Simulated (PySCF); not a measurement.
# One shape, several levels: C2H8OSn (SMILES [CH3][SnH]([CH3])[OH])

We compute a comparison of 3 runs (HF/STO-3G, HF/def2-SVPD, M06-2X/STO-3G) of C2H8OSn. The job is set up through a Python script.

The results are computed with PySCF 2.14.0.

## (1) Starting point

C2H8OSn: 12 atoms, total charge 0, spin state singlet. SMILES: `[CH3][SnH]([CH3])[OH]`. Geometry: relaxed at PBE0-D4/def2-TZVP. This is one conformer, not always the lowest.

Bond lengths: C1–Sn2 2.127 Å, Sn2–C3 2.137 Å, Sn2–O4 1.979 Å, C1–H5 1.090 Å, C1–H6 1.091 Å, C1–H7 1.090 Å, Sn2–H8 1.719 Å, C3–H9 1.091 Å, C3–H10 1.090 Å, C3–H11 1.090 Å, O4–H12 0.959 Å. Some angles: C1–Sn2–C3 113.4°, C1–Sn2–O4 102.6°, C3–Sn2–O4 107.5°, C1–Sn2–H8 113.5°, C3–Sn2–H8 111.6°, O4–Sn2–H8 107.5°, Sn2–C1–H5 109.7°, Sn2–C1–H6 110.8°, Sn2–C1–H7 109.2°, Sn2–C3–H9 110.5°.

## (2) Energy and forces at HF/STO-3G (run 1)

run.py reads:

```python
import pyscf.grad
from pyscf import gto, scf

molecule = gto.M(
    atom=[
    ('C', (-0.737300, 1.161600, -1.330200)),
    ('Sn', (-0.473900, -0.166600, 0.310700)),
    ('C', (1.517400, -0.173800, 1.086500)),
    ('O', (-0.798900, -1.938100, -0.509600)),
    ('H', (-1.759600, 1.088500, -1.700500)),
    ('H', (-0.537700, 2.191200, -1.031000)),
    ('H', (-0.050000, 0.883400, -2.129700)),
    ('H', (-1.637800, 0.046600, 1.558200)),
    ('H', (1.775800, 0.808400, 1.485200)),
    ('H', (1.607000, -0.911900, 1.883800)),
    ('H', (2.214500, -0.428400, 0.287800)),
    ('H', (-1.042500, -2.616300, 0.122900)),
],
    verbose=4,
    spin=0,
    charge=0,
    max_memory=1860,
    basis='sto-3g',
)

hf = scf.RHF(molecule)
hf.conv_tol = 1e-10
hf.kernel()
if not hf.converged:
    hf = hf.newton().run(hf.mo_coeff, hf.mo_occ)

e_final = hf.e_tot
print('E = %.10f Eh' % e_final)
grad = hf.Gradients().kernel()
dip = hf.dip_moment()
pop, q = hf.mulliken_pop()
```

Run with:

```sh
$ OMP_NUM_THREADS=1 python run.py
```

The program printed:

```text
PySCF version 2.14.0

[... 66 lines left out ...]
converged SCF energy = -6116.6434575926
[... 12 lines left out ...]
Dipole moment(X, Y, Z, Debye): -0.06127,  0.74852,  1.49049
[... 24 lines left out ...]
pop of  1 Sn 3dyz         1.99955
pop of  1 Sn 3dz^2        1.99981
pop of  1 Sn 3dxz         1.99955
pop of  1 Sn 3dx2-y2      1.99951
pop of  1 Sn 4dxy         1.99852
pop of  1 Sn 4dyz         1.98660
pop of  1 Sn 4dz^2        1.99454
pop of  1 Sn 4dxz         1.98677
pop of  1 Sn 4dx2-y2      1.98536
pop of  2 C 1s            1.99228
pop of  2 C 2s            1.23748
pop of  2 C 2px           1.13957
pop of  2 C 2py           0.99448
pop of  2 C 2pz           1.01674
pop of  3 O 1s            1.99796
pop of  3 O 2s            1.84837
pop of  3 O 2px           1.90191
pop of  3 O 2py           1.23728
pop of  3 O 2pz           1.50356
pop of  4 H 1s            0.95157
pop of  5 H 1s            0.95747
pop of  6 H 1s            0.95115
pop of  7 H 1s            1.20050
pop of  8 H 1s            0.95770
pop of  9 H 1s            0.95675
pop of  10 H 1s           0.95328
pop of  11 H 1s           0.86512
 ** Mulliken atomic charges  **
charge of    0C =     -0.37969
charge of    1Sn =      1.04286
charge of    2C =     -0.38055
charge of    3O =     -0.48908
charge of    4H =      0.04843
charge of    5H =      0.04253
charge of    6H =      0.04885
charge of    7H =     -0.20050
charge of    8H =      0.04230
charge of    9H =      0.04325
charge of   10H =      0.04672
charge of   11H =      0.13488
```

Run time: 15 s. Hardware: 1 thread of Intel Xeon at 2.50GHz (Skylake/Cascade Lake), shared host; peak memory 0.12 GiB.

## (3) Energy and forces at HF/def2-SVPD (core potential) (run 2)

run.py reads:

```python
import pyscf.grad
from pyscf import gto, scf

mol = gto.Mole()
mol.atom = '''
C     -1.393295     2.195106    -2.513714
Sn    -0.895541    -0.314828     0.587138
C      2.867470    -0.328434     2.053187
O     -1.509702    -3.662478    -0.963004
H     -3.325162     2.056967    -3.213479
H     -1.016106     4.140768    -1.948308
H     -0.094486     1.669384    -4.024550
H     -3.094993     0.088061     2.944571
H      3.355776     1.527655     2.806621
H      3.036790    -1.723241     3.559866
H      4.184799    -0.809559     0.543863
H     -1.970039    -4.944090     0.232247
'''
mol.ecp = {'Sn': 'def2-svp'}
mol.max_memory = 1860
mol.spin = 0
mol.unit = 'bohr'
mol.verbose = 3
mol.basis = 'def2-svpd'
mol.build()

mf = scf.RHF(mol)
mf.conv_tol = 1e-10
mf.kernel()
if not mf.converged:
    mf = mf.newton().run(mf.mo_coeff, mf.mo_occ)

energy = mf.e_tot
print('Final energy', energy)
grad = mf.Gradients().kernel()
mf.analyze()
```

Run with:

```sh
$ OMP_NUM_THREADS=1 python run.py
```

The program printed:

```text
converged SCF energy = -368.494985791877
[... 14 lines left out ...]
MO #5   energy= -4.0528034176269   occ= 2
[... 13 lines left out ...]
MO #19  energy= -0.561676686521452 occ= 2
[... 13 lines left out ...]
MO #33  energy= 0.161674514025809  occ= 0
[... 13 lines left out ...]
MO #47  energy= 0.30198424058033   occ= 0
[... 13 lines left out ...]
MO #61  energy= 0.468145807118015  occ= 0
[... 13 lines left out ...]
MO #75  energy= 0.581656962143664  occ= 0
[... 13 lines left out ...]
MO #89  energy= 0.832192887523443  occ= 0
[... 13 lines left out ...]
MO #103 energy= 1.22083120481913   occ= 0
[... 13 lines left out ...]
MO #117 energy= 1.86649218695836   occ= 0
[... 13 lines left out ...]
MO #131 energy= 2.2320136021217    occ= 0
[... 13 lines left out ...]
MO #145 energy= 3.11969414196951   occ= 0
[... 13 lines left out ...]
MO #159 energy= 53.1155271154096   occ= 0
[... 13 lines left out ...]
Dipole moment(X, Y, Z, Debye):  0.53083,  1.32468,  1.50915
```

It took 1.7 min on 1 thread of Intel Xeon at 2.50GHz (Skylake/Cascade Lake), shared host; peak memory 0.72 GiB.

## (4) Energy and forces at M06-2X/STO-3G (run 3)

job.py reads:

```python
import pyscf.grad
from pyscf import gto, dft

system = gto.Mole()
system.atom = [
    ('C', (-0.737300, 1.161600, -1.330200)),
    ('Sn', (-0.473900, -0.166600, 0.310700)),
    ('C', (1.517400, -0.173800, 1.086500)),
    ('O', (-0.798900, -1.938100, -0.509600)),
    ('H', (-1.759600, 1.088500, -1.700500)),
    ('H', (-0.537700, 2.191200, -1.031000)),
    ('H', (-0.050000, 0.883400, -2.129700)),
    ('H', (-1.637800, 0.046600, 1.558200)),
    ('H', (1.775800, 0.808400, 1.485200)),
    ('H', (1.607000, -0.911900, 1.883800)),
    ('H', (2.214500, -0.428400, 0.287800)),
    ('H', (-1.042500, -2.616300, 0.122900)),
]
system.charge = 0
system.basis = 'sto-3g'
system.spin = 0
system.max_memory = 1860
system.verbose = 4
system.build()

ks = dft.RKS(system, xc='m06-2x')
ks.conv_tol = 1e-10
ks.grids.level = 5
ks.kernel()
if not ks.converged:
    ks = ks.newton().run(ks.mo_coeff, ks.mo_occ)

e_final = ks.e_tot
print('E(%s) = %.9f' % ('M06-2X', e_final))
grad = ks.Gradients().kernel()
ks.analyze()
```

Run with:

```sh
$ OMP_NUM_THREADS=1 python job.py
```

The program printed:

```text
PySCF version 2.14.0

[... 96 lines left out ...]
Total Energy =                       -6119.786737702871505
[... 4 lines left out ...]
DFT Exchange-Correlation Energy =     -184.399175679702921
[... 6 lines left out ...]
MO #5   energy= -143.164087969048  occ= 2
[... 4 lines left out ...]
MO #10  energy= -19.2663145017174  occ= 2
[... 4 lines left out ...]
MO #15  energy= -17.4583247334679  occ= 2
[... 4 lines left out ...]
MO #20  energy= -3.14698840140777  occ= 2
[... 4 lines left out ...]
MO #25  energy= -0.683880295125223 occ= 2
[... 4 lines left out ...]
MO #30  energy= -0.454362015163974 occ= 2
[... 4 lines left out ...]
MO #35  energy= -0.378111202604555 occ= 2
[... 4 lines left out ...]
MO #40  energy= 0.264131129405648  occ= 0
[... 4 lines left out ...]
MO #45  energy= 0.549962417215951  occ= 0
[... 4 lines left out ...]
MO #50  energy= 0.584360918318884  occ= 0
[... 26 lines left out ...]
pop of  1 Sn 3dz^2        1.99999
pop of  1 Sn 3dxz         1.99999
pop of  1 Sn 3dx2-y2      1.99999
pop of  1 Sn 4dxy         1.99853
pop of  1 Sn 4dyz         1.98648
pop of  1 Sn 4dz^2        1.99457
pop of  1 Sn 4dxz         1.98713
pop of  1 Sn 4dx2-y2      1.98531
pop of  2 C 1s            1.99969
pop of  2 C 2s            1.05230
pop of  2 C 2px           1.13888
pop of  2 C 2py           1.03845
pop of  2 C 2pz           1.05337
pop of  3 O 1s            1.99990
pop of  3 O 2s            1.73157
pop of  3 O 2px           1.88587
pop of  3 O 2py           1.23697
pop of  3 O 2pz           1.48442
pop of  4 H 1s            0.95893
pop of  5 H 1s            0.96237
pop of  6 H 1s            0.95866
pop of  7 H 1s            1.14105
pop of  8 H 1s            0.96332
pop of  9 H 1s            0.96341
pop of  10 H 1s           0.96088
pop of  11 H 1s           0.88877
 ** Mulliken atomic charges  **
charge of    0C =     -0.27841
charge of    1Sn =      0.69722
charge of    2C =     -0.28268
charge of    3O =     -0.33874
charge of    4H =      0.04107
charge of    5H =      0.03763
charge of    6H =      0.04134
charge of    7H =     -0.14105
charge of    8H =      0.03668
charge of    9H =      0.03659
charge of   10H =      0.03912
charge of   11H =      0.11123
Dipole moment(X, Y, Z, Debye): -0.08123,  0.38971,  1.25338
```

It took 65 s on 1 thread of Intel Xeon at 2.50GHz (Skylake/Cascade Lake), shared host; peak memory 0.53 GiB.

## (5) All runs side by side

```
run                          level  core potential  integration grid   energy (Eh)  dipole moment (D)  HOMO energy (eV)  LUMO energy (eV)  wall time
  1                      HF/STO-3G               –                 –  -6116.643458               1.67             -8.29             10.83       15 s
  2  HF/def2-SVPD (core potential)        def2-svp                 –   -368.494986               2.08            -10.82              1.84    1.7 min
  3                  M06-2X/STO-3G               –                 5  -6119.786738               1.32             -5.33              7.19       65 s
```

## (6) Summary of results

| quantity | value |
| --- | --- |
| run 3: total energy | -6119.78674 Eh |
| run 3: dipole moment | 1.32 D |
| run 3: HOMO energy | -5.33 eV |
| run 3: LUMO energy | 7.19 eV |
| run 3: HOMO–LUMO gap | 12.51 eV |
| run 3: largest force on an atom | 3.844 eV/Å |

The dipole moment (its size) runs from 1.32 D (M06-2X/STO-3G) to 2.08 D (HF/def2-SVPD). The two ends differ in method and basis and core potential. The HOMO–LUMO gap runs from 12.51 eV (M06-2X/STO-3G) to 19.12 eV (HF/STO-3G). Exact exchange widens orbital gaps. Some runs of one species differ in core potentials or relativity; totals across that change don't compare. In runs 1, 3 the basis is minimal, so the values are rough. In runs 1, 3 relativity is left out where basis or elements ask for it. All runs together took 3.1 min, the longest 1.7 min.
